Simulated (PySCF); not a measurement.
**The bond of SiSb−, level by level**

One table from this session's results is given with a row withheld; the runs are named, their logs left out.

Program: PySCF 2.14.0. Level of theory: Si def2-TZVPPD, Sb def2-TZVPPD with ECP28, scalar-relativistic core potentials. These are calculated values, not measurements.

2 further runs of the same task are left out: 2 set aside as unsound or not needed.

The first run:

A driver script around PySCF takes these settings:

```yaml
atoms: Si, Sb
charge: -1
basis: Si def2-TZVPPD, Sb def2-TZVPPD with ECP28
Hamiltonian: scalar-relativistic core potentials
basis_functions: 104
electrons_treated: 38
masses_in_u: 27.9769, 120.9038
levels: PBE0, PBE, r²SCAN, BHandHLYP, BP86, r²SCAN0, TPSS, PBEsol, HSE06, HF, MP2, SCS-MP2, CCSD, CCSD(T)
grid: 80 radial by 434 angular points
occupations: held fixed by the projection of orbital angular momentum
dissociation_limit: Si− + Sb, each in its ground configuration
starting_distance_in_angstrom: 2.580
values_of_2S_to_try: 0, 2, 4
```

Run with:

```
$ OMP_NUM_THREADS=2 python dia.py task.json out
```

Among the steps run: Input; PBE0 along the bond; Higher solutions at PBE0; PBE (GGA); r²SCAN (meta-GGA); BHandHLYP; BP86; r²SCAN0 (hybrid meta-GGA); TPSS (meta-GGA); PBEsol; HSE06 (range-separated hybrid); RHF; MP2 and coupled cluster.

One of the session's tables, all rows but one given; the rest of the session is left out.

| level | Re (Å) | ωe (cm⁻¹) | De (eV) |
| --- | --- | --- | --- |
| RHF | 2.277 | 510 | 1.54 |
| RHF-MP2 | 2.320 | 444 | 4.28 |
| RHF-SCS-MP2 | ? | ? | ? |
| RHF-CCSD | 2.302 | 473 | 3.77 |
| RHF-CCSD(T) | 2.325 | 446 | 4.17 |
| PBE | 2.329 | 441 | 4.55 |
| PBEsol | 2.315 | 450 | 4.82 |
| BP86 | 2.330 | 438 | 4.64 |
| TPSS | 2.319 | 449 | 4.40 |
| r²SCAN | 2.308 | 461 | 4.20 |
| PBE0 | 2.299 | 472 | 4.19 |
| r²SCAN0 | 2.288 | 482 | 3.96 |
| HSE06 | 2.304 | 467 | 4.31 |
| BHandHLYP | 2.285 | 487 | 4.05 |

Q: Estimate the row for RHF-SCS-MP2 from the others.

As computed: Re (Å): 2.320; ωe (cm⁻¹): 446; De (eV): 4.29.

De is counted to Si− + Sb in their ground configurations.

Limits of these values: The anion's highest level is positive in at least one run, so there the basis alone may hold the extra electron.
